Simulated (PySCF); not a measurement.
# C4H9Br: the cost of one run

Programs: PySCF 2.14.0, with density-fitted response routines of our own. Each step states its level of theory. These are calculated values for one molecule in the gas phase, unless marked as measured. Atoms are numbered from 0 throughout.

## 1. The molecule as given

14 atoms, charge 0, multiplicity 1; geometry from: MMFF94s. The atoms were then displaced at random by about 0.03 Å, so the start is not that level's minimum.

Bonds of the start (Å): C0–C1 1.47, C1–C2 1.50, C2–C3 1.67, C3–Br4 1.88, C0–H5 1.01, C0–H6 1.13, C0–H7 1.13, C1–H8 1.15, C1–H9 1.10, C2–H10 1.10, C2–H11 1.05, C3–H12 1.12, C3–H13 1.11.

## 2. Geometry optimisation at PBE0-D3(BJ)/def2-SVP

What the job is given:

```
{"job": {"xc": "PBE0", "basis": "def2-SVP", "d3": "d3bj", "grid": 1, "shake": 0.03, "kind": "geom"}, "charge": 0, "multiplicity": 1}
C     -1.893090    -0.304420    -0.178950
C     -0.671890     0.250540     0.419340
C      0.499540    -0.231360    -0.387990
C      1.951620     0.279870     0.253330
Br     3.365330    -0.389110    -0.798130
H     -2.003670    -1.307220    -0.214090
H     -2.033770     0.128640    -1.218050
H     -2.763350     0.149760     0.372790
H     -0.598530    -0.072220     1.520060
H     -0.671310     1.352650     0.485740
H      0.531520    -1.329930    -0.369960
H      0.505520     0.126300    -1.380130
H      1.828410     1.395450     0.235500
H      1.934230    -0.092770     1.303790
```

On the command line:

```console
> OMP_NUM_THREADS=1 python probes_run.py task.json out
```

The driver reads the jobs from task.json and runs them one after another.

Q: Estimate the wall time and peak memory of this first job on 1 thread of Arm Neoverse N1, shared host.

About 69 s, with a peak of 0.5 GiB.
